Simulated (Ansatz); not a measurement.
Turn this script for Ansatz's Python interface into the input file that the command-line program reads.

The cells in order, each with its output:

**Cell 1**
```python
import warnings

import ansatz as az
from ase import Atoms
```

**Cell 2**
```python
warnings.simplefilter("ignore", az.DeckWarning)
```

**Cell 3**
```python
atoms = Atoms(["S", "Ge", "S", "C", "C", "S", "H", "H", "H", "H", "H", "H"], positions=[
    (2.7211, 0.0478, 1.5634),
    (1.3849, -0.4285, -0.1444),
    (-0.2561, -1.7434, 0.5234),
    (-1.4134, -0.3321, 0.5285),
    (-1.2765, 0.51, -0.7439),
    (0.3211, 1.3919, -0.7961),
    (3.4877, 0.9308, 0.7805),
    (2.1708, -1.0702, -1.3159),
    (-2.4478, -0.7299, 0.5941),
    (-1.2277, 0.2985, 1.4244),
    (-1.3726, -0.1382, -1.6412),
    (-2.0913, 1.2634, -0.773),
])
c2h6ges3 = az.Crystal.molecule_from_ase(atoms)

model = c2h6ges3.calculation()
model = model.basis(gaussian="6-31G*")
model = model.functional("HF")
done = model.run(threads=1)
data = done.report
```

**Cell 4**
```python
data["positions_ang"]
```
Output:
```text
[[2.7211, 0.0478, 1.5634], [1.3849, -0.4285, -0.1444], [-0.2561, -1.7434, 0.5234],
 [-1.4134, -0.3321, 0.5285], [-1.2765, 0.51, -0.7439], [0.3211, 1.3919, -0.7961],
 [3.4877, 0.9308, 0.7805], [2.1708, -1.0702, -1.3159], [-2.4478, -0.7299, 0.5941],
 [-1.2277, 0.2985, 1.4244], [-1.3726, -0.1382, -1.6412], [-2.0913, 1.2634, -0.773]]
```

**Cell 5**
```python
type(done).__name__, type(data).__name__
```
Output:
```text
('RunOutcome', 'dict')
```

**Cell 6**
```python
print(f"E = {data['free_energy_ev']:.6f} eV = {data['free_energy_ev'] / 27.211386246:.7f} Ha")
print("converged:", data["converged"], " doubts:", data["published_state_doubts"] or "none")
```
Output:
```text
E = -91074.064882 eV = -3346.9101522 Ha
converged: True  doubts: none
```

`input.yaml`:
```yaml
crystal:
  periodic: [false, false, false]
  atoms:
    - { symbol: S, position_ang: [2.7211, 0.0478, 1.5634] }
    - { symbol: Ge, position_ang: [1.3849, -0.4285, -0.1444] }
    - { symbol: S, position_ang: [-0.2561, -1.7434, 0.5234] }
    - { symbol: C, position_ang: [-1.4134, -0.3321, 0.5285] }
    - { symbol: C, position_ang: [-1.2765, 0.51, -0.7439] }
    - { symbol: S, position_ang: [0.3211, 1.3919, -0.7961] }
    - { symbol: H, position_ang: [3.4877, 0.9308, 0.7805] }
    - { symbol: H, position_ang: [2.1708, -1.0702, -1.3159] }
    - { symbol: H, position_ang: [-2.4478, -0.7299, 0.5941] }
    - { symbol: H, position_ang: [-1.2277, 0.2985, 1.4244] }
    - { symbol: H, position_ang: [-1.3726, -0.1382, -1.6412] }
    - { symbol: H, position_ang: [-2.0913, 1.2634, -0.773] }
basis:
  gaussian: { orbitals: "6-31G*" }
hamiltonian:
  xc: hf
```

The program run on that file:
```console
$ ansatz run input.yaml --threads 1 --pin off --max-ram 4096MiB --backend cpu --events-out ev --progress --plain --runs-dir out
Engine: ansatz 0.2.0, x86_64-unknown-linux-gnu
Functional definition: HF
  exchange = exact_x
  correlation = 0
1293 factors; integrals over basis functions are off by at most 8.6e-4 eV
mean field evaluation 1: about -91071.6425 eV, gradient 2.4e1 eV
mean field evaluation 2: about -91071.7476 eV, gradient 2.4e1 eV
mean field evaluation 4: about -91074.0136 eV, gradient 4.4e0 eV
mean field evaluation 8: about -91074.0649 eV, gradient 4.8e-4 eV
mean field -91074.06488219 eV, -3346.9101522021 hartree, gradient 1.7e-5 eV, S^2 0.000000; 0 other end points of the search recorded, 0 dependent functions left out
reference -91074.06488219 eV, -3346.9101522021 hartree; 49, 49 occupied and 85, 85 virtual orbitals, 1293 factors
Total energy: -91074.06488219 eV, -3346.9101522021 hartree
```

Total energies depend on the basis set; only differences at equal settings carry meaning. The geometry is a force-field or estimated start, not a minimum of this method, and the basis set is short of its limit. Timing: 4.6 s on 1 thread of AMD EPYC 7B13 (Zen 3) (shared host), peak memory 0.41 GiB.

(Lines on the test bed's own set-up are left out of the output.)
